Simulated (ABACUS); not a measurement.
CsLiCr2Te2S3:

```xyz
9
Lattice="3.4216 -5.1807 0.0078 3.4216 5.1807 0.0078 -2.9041 0.0000 7.4309" Properties=species:S:1:pos:R:3 pbc="T T T"
Cs    0.6167    0.0000    0.0649
Li    2.4219    0.0000    4.1212
Cr    0.1728    2.1297    4.1498
Cr    0.1728   -2.1297    4.1498
Te    4.0786    1.5993    2.1688
Te    4.0786   -1.5993    2.1688
S     2.0049   -2.1476    5.4598
S     2.0049    2.1476    5.4598
S     0.0600    0.0000    3.5978
```

The cell was built by a generator and needn't be a form met in nature.

Base run:

```yaml
Program: ABACUS 3.10.1
Functional: PBE
Potentials_or_basis: PseudoDojo NC SR 0.4.1 PBE standard
Cutoff: 1361 eV
Density_cutoff: 5442 eV
Basis: DZP LCAO (the cutoffs set its grid)
k_mesh: 4 × 4 × 3
Occupations: fermi-dirac, width 0.05 eV
Spin: collinear spin, ferromagnetic start
Starting_moments: "[0.0, 0.0, 3.0, 3.0, 0.0, 0.0, 0.0, 0.0, 0.0] μB"
Fixed_moment: 1 μB
```

Its results: pressure -1.0 GPa; site moments Cs -0.00; Li -0.00; Cr +0.82, +0.80; Te -0.19, -0.18; S -0.09, -0.08 μB; largest force 0.440 eV/Å.

Q: After a change of settings the same cell gave: pressure 1.9 GPa; site moments Cs +0.03; Li +0.01; Cr +2.96, +2.97; Te +0.16, +0.14; S -0.08, -0.11, -0.09 μB; largest force 1.266 eV/Å. Which change was it?
A. fixed moment from 1 μB to 2 μB
B. fixed moment from 1 μB to 3.5 μB
C. fixed moment from 1 μB to 6 μB
D. k mesh from 4 × 4 × 3 to 3 × 3 × 2; fixed moment from 1 μB to none

A: C.

Caveats: the atomic orbitals were generated for these runs and aren't a published set; the basis of atomic orbitals isn't converged, which shifts pressures, moduli and gaps; the total moment is fixed, so each spin has its own Fermi level; the moment is held away from its start (some runs); only a ferromagnetic start was run, and an antiferromagnetic order may lie lower in energy (some runs); forces of over 1 eV/Å show positions far from the minimum, so gaps and moduli don't describe the material at rest (some runs).
